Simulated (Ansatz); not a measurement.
# C₂H₇BSi: how energies converge with the basis set

How large a basis does C₂H₇BSi need? Two functionals are run in growing sets.

Computed with Ansatz 0.2.0, Gaussian basis. Level: one geometry, several basis sets.

Levels to be run: PBE0-D4/def2-SVP; ωB97M-V/def2-SVP; PBE0-D4/def2-QZVPP; ωB97M-V/def2-QZVPP; the functionals' def2-TZVPP values are taken from earlier runs.

## 1. Structure used throughout

The geometry comes from an earlier relaxation with PBE0-D4 in a triple-zeta def2 set; it is a stationary point, not always the lowest conformer.

11 atoms, charge 0, spin multiplicity 1.

Atoms are counted from 1 here; the program's logs count them from 0.

Bond lengths: B1–C2 1.497 Å, B1–H5 1.197 Å, B1–H6 1.202 Å, C2–C3 1.515 Å, C2–Si4 1.928 Å, C2–H7 1.089 Å, C3–Si4 1.848 Å, C3–H8 1.084 Å, C3–H9 1.086 Å, Si4–H10 1.475 Å, Si4–H11 1.472 Å. Angles: C2–B1–H5 120.1°, C2–B1–H6 120.0°, H5–B1–H6 119.9°, B1–C2–C3 124.2°, B1–C2–Si4 91.2°, B1–C2–H7 120.0°, C3–C2–Si4 63.6°, C3–C2–H7 115.4°, Si4–C2–H7 109.8°, C2–C3–Si4 69.2°, C2–C3–H8 116.5°, C2–C3–H9 115.7°, Si4–C3–H8 119.4°, Si4–C3–H9 115.6°, H8–C3–H9 113.6°, C2–Si4–C3 47.3°, C2–Si4–H10 114.3°, C2–Si4–H11 122.9° and more.

As a file:

```xyz
11
charge 0, multiplicity 1
B    -0.92127    1.09317   -0.54770
C     0.21716    0.72862    0.35273
C     0.26055   -0.52259    1.20645
Si    0.47526   -0.93866   -0.58113
H    -0.80817    2.00048   -1.31993
H    -1.94459    0.46296   -0.50939
H     1.13764    1.31015    0.32976
H     1.10467   -0.61944    1.88009
H    -0.68444   -0.82482    1.64844
H     1.83329   -1.12661   -1.12572
H    -0.60470   -1.62026   -1.31310
```

## 2. PBE0-D4 in def2-SVP

Input file in.yaml:

```yaml
crystal:
  periodic: [false, false, false]
  atoms:
    - {symbol: B, position_ang: [-0.921270, 1.093167, -0.547696]}
    - {symbol: C, position_ang: [0.217164, 0.728624, 0.352726]}
    - {symbol: C, position_ang: [0.260553, -0.522586, 1.206449]}
    - {symbol: Si, position_ang: [0.475257, -0.938664, -0.581127]}
    - {symbol: H, position_ang: [-0.808170, 2.000482, -1.319929]}
    - {symbol: H, position_ang: [-1.944586, 0.462961, -0.509391]}
    - {symbol: H, position_ang: [1.137638, 1.310146, 0.329762]}
    - {symbol: H, position_ang: [1.104666, -0.619437, 1.880092]}
    - {symbol: H, position_ang: [-0.684436, -0.824824, 1.648435]}
    - {symbol: H, position_ang: [1.833287, -1.126612, -1.125724]}
    - {symbol: H, position_ang: [-0.604704, -1.620258, -1.313098]}
basis:
  gaussian: {orbitals: def2-SVP}
hamiltonian: {xc: pbe0, dispersion: d4}
output: {orbitals: {seedname: orbitals}}
```

Run with:

```
$ ansatz run in.yaml --threads 2 --pin off --events-out ev --progress --plain --max-ram 4352MiB
```

The program printed:

```text
Functional definition: PBE0
  name "PBE0"
  cite "Adamo & Barone, J. Chem. Phys. 110, 6158 (1999) doi:10.1063/1.478522"
  cite "Perdew, Burke & Ernzerhof, Phys. Rev. Lett. 77, 3865 (1996) doi:10.1103/PhysRevLett.77.3865"
  parent pbe
  parameter a = 0.25
  parameter kappa = 0.804
  parameter beta = 0.06672455060314922
  exchange = (1 - a)*pbe_x(kappa = kappa, mu = beta*pi^2/3) + a*exact_x
  correlation = pbe_c(beta = beta)
1072 factors; their error is unknown
mean field evaluation 1: about -10722.4816 eV, gradient 4.9e1 eV
mean field evaluation 2: about -10714.2586 eV, gradient 7.1e1 eV
mean field evaluation 4: about -10729.0784 eV, gradient 2.7e0 eV
mean field evaluation 8: about -10729.0985 eV, gradient 3.2e-2 eV
mean field evaluation 16: about -10729.1363 eV, gradient 1.3e-5 eV
mean field -10729.13631355 eV, -394.2884870531 hartree, gradient 1.3e-5 eV, S^2 0.000000; 0 other end points of the search recorded, 0 dependent functions left out
reference -10729.13634114 eV, -394.2884880669 hartree; 19, 19 occupied and 76, 76 virtual orbitals, 1072 factors
Total energy: -10729.31937176 eV, -394.2952143182 hartree
```

Run time: 1.4 s. Hardware: 2 threads of Arm Neoverse V2, shared host.

## 3. ωB97M-V in def2-SVP

in.yaml, as its differences from that of step 2:

```diff
@@ -16,3 +16,3 @@
   gaussian: {orbitals: def2-SVP}
-hamiltonian: {xc: pbe0, dispersion: d4}
+hamiltonian: {xc: {name: wB97M-V}}
 output: {orbitals: {seedname: orbitals}}
```

Launched as before.

The program printed (excerpt; [...] marks lines left out):

```text
Functional definition: wB97M-V
  name "wB97M-V"
  cite "Mardirossian & Head-Gordon, J. Chem. Phys. 144, 214110 (2016) doi:10.1063/1.4952647"
  cite "Becke, J. Chem. Phys. 107, 8554 (1997) doi:10.1063/1.475007"
  cite "Vydrov & Van Voorhis, J. Chem. Phys. 133, 244103 (2010) doi:10.1063/1.3521275"
  # Of w^i u^j: cxij and so on, Table III.
[...]
  gx(w, u) = 1 - cx + cx01*u + cx10*w
  gss(w, u) = css00 + css04*u^4 + css10*w + css20*w^2 + css43*w^4*u^3
  gos(w, u) = cos00 + cos10*w + (cos20 + cos21*u)*w^2 + (cos60 + cos61*u)*w^6
[...]
      + integral(e_c_pw_mod_opposite_spin*gos(b97_w_opposite, b97_u_opposite)) + vv10(b, c)
1072 factors; their error is unknown
318 factors; integrals over basis functions are off by at most 9.5e-6 eV
[...]
mean field -10733.59723890 eV, -394.4524230360 hartree, gradient 3.8e-5 eV, S^2 0.000000; 0 other end points of the search recorded, 0 dependent functions left out
reference -10733.59728207 eV, -394.4524246224 hartree; 19, 19 occupied and 76, 76 virtual orbitals, 1072 factors
Total energy: -10733.59728207 eV, -394.4524246224 hartree
```

Run time: 5.5 s. Hardware: 2 threads of Arm Neoverse V2, shared host.

## 4. PBE0-D4 in def2-QZVPP

in.yaml, as its differences from that of step 3:

```diff
@@ -15,4 +15,4 @@
 basis:
-  gaussian: {orbitals: def2-SVP}
-hamiltonian: {xc: {name: wB97M-V}}
+  gaussian: {orbitals: "def2-QZVPP.json"}
+hamiltonian: {xc: pbe0, dispersion: d4}
 output: {orbitals: {seedname: orbitals}}
```

The command is unchanged.

The program printed:

```text
Functional definition: PBE0
  name "PBE0"
  cite "Adamo & Barone, J. Chem. Phys. 110, 6158 (1999) doi:10.1063/1.478522"
  cite "Perdew, Burke & Ernzerhof, Phys. Rev. Lett. 77, 3865 (1996) doi:10.1103/PhysRevLett.77.3865"
  parent pbe
  parameter a = 0.25
  parameter kappa = 0.804
  parameter beta = 0.06672455060314922
  exchange = (1 - a)*pbe_x(kappa = kappa, mu = beta*pi^2/3) + a*exact_x
  correlation = pbe_c(beta = beta)
1362 factors; their error is unknown
mean field evaluation 1: about -10724.8438 eV, gradient 6.5e1 eV
mean field evaluation 2: about -10707.0555 eV, gradient 9.9e1 eV
mean field evaluation 4: about -10735.3894 eV, gradient 4.7e0 eV
mean field evaluation 8: about -10735.4477 eV, gradient 1.0e-1 eV
mean field evaluation 16: about -10735.4519 eV, gradient 2.3e-5 eV
mean field -10735.45191470 eV, -394.5205811147 hartree, gradient 2.3e-5 eV, S^2 0.000000; 0 other end points of the search recorded, 0 dependent functions left out
reference -10735.45195889 eV, -394.5205827384 hartree; 19, 19 occupied and 432, 432 virtual orbitals, 1362 factors
Total energy: -10735.63498951 eV, -394.5273089897 hartree
```

Run time: 12 s. Hardware: 2 threads of Arm Neoverse V2, shared host; peak memory 1.3 GiB.

## 5. ωB97M-V in def2-QZVPP

in.yaml, as its differences from that of step 4:

```diff
@@ -16,3 +16,3 @@
   gaussian: {orbitals: "def2-QZVPP.json"}
-hamiltonian: {xc: pbe0, dispersion: d4}
+hamiltonian: {xc: {name: wB97M-V}}
 output: {orbitals: {seedname: orbitals}}
```

Same command.

The program printed (excerpt; [...] marks lines left out):

```text
Functional definition: wB97M-V
  name "wB97M-V"
  cite "Mardirossian & Head-Gordon, J. Chem. Phys. 144, 214110 (2016) doi:10.1063/1.4952647"
  cite "Becke, J. Chem. Phys. 107, 8554 (1997) doi:10.1063/1.475007"
  cite "Vydrov & Van Voorhis, J. Chem. Phys. 133, 244103 (2010) doi:10.1063/1.3521275"
  # Of w^i u^j: cxij and so on, Table III.
[...]
  gx(w, u) = 1 - cx + cx01*u + cx10*w
  gss(w, u) = css00 + css04*u^4 + css10*w + css20*w^2 + css43*w^4*u^3
  gos(w, u) = cos00 + cos10*w + (cos20 + cos21*u)*w^2 + (cos60 + cos61*u)*w^6
[...]
      + integral(e_c_pw_mod_opposite_spin*gos(b97_w_opposite, b97_u_opposite)) + vv10(b, c)
1342 factors; their error is unknown
388 factors; integrals over basis functions are off by at most 6.6e-6 eV
[...]
mean field -10740.11398206 eV, -394.6919089300 hartree, gradient 3.1e-5 eV, S^2 0.000000; 0 other end points of the search recorded, 0 dependent functions left out
reference -10740.11405236 eV, -394.6919115136 hartree; 19, 19 occupied and 432, 432 virtual orbitals, 1342 factors
Total energy: -10740.11405236 eV, -394.6919115136 hartree
```

It took 28 s on 2 threads of Arm Neoverse V2, shared host; peak memory 1.6 GiB.

## 6. Density functionals: the series

The def2-TZVPP values come from earlier runs at the same geometry.

```tsv
functional	basis	functions	energy (eV)	from the largest (eV)	HOMO (eV)	LUMO (eV)
PBE0-D4	def2-SVP	95	-10729.3194	6.316	-7.25	-0.08
PBE0-D4	def2-TZVPP	233	-10735.1956	0.439	-7.23	-0.25
PBE0-D4	def2-QZVPP	451	-10735.6350	0.000	-7.23	-0.35
ωB97M-V	def2-SVP	95	-10733.5973	6.517	-9.30	1.90
ωB97M-V	def2-TZVPP	233	-10739.7056	0.408	-9.30	1.43
ωB97M-V	def2-QZVPP	451	-10740.1141	0.000	-9.30	1.07
```

## 7. Outcome

```
                                       quantity          value
PBE0-D4: double and triple zeta above quadruple  6.32, 0.44 eV
ωB97M-V: double and triple zeta above quadruple  6.52, 0.41 eV
```

For PBE0-D4 the step from double to triple zeta gains 5.88 eV and the next only 0.44 eV. Total energies overstate the basis error of differences, where much of it tends to cancel. The LUMO of ωB97M-V is positive and keeps falling with the basis (1.90 to 1.07 eV): an unbound level that the basis holds in place.

For PBE0-D4 the largest set took about 9 times as long as the smallest (12 s against 1.4 s).
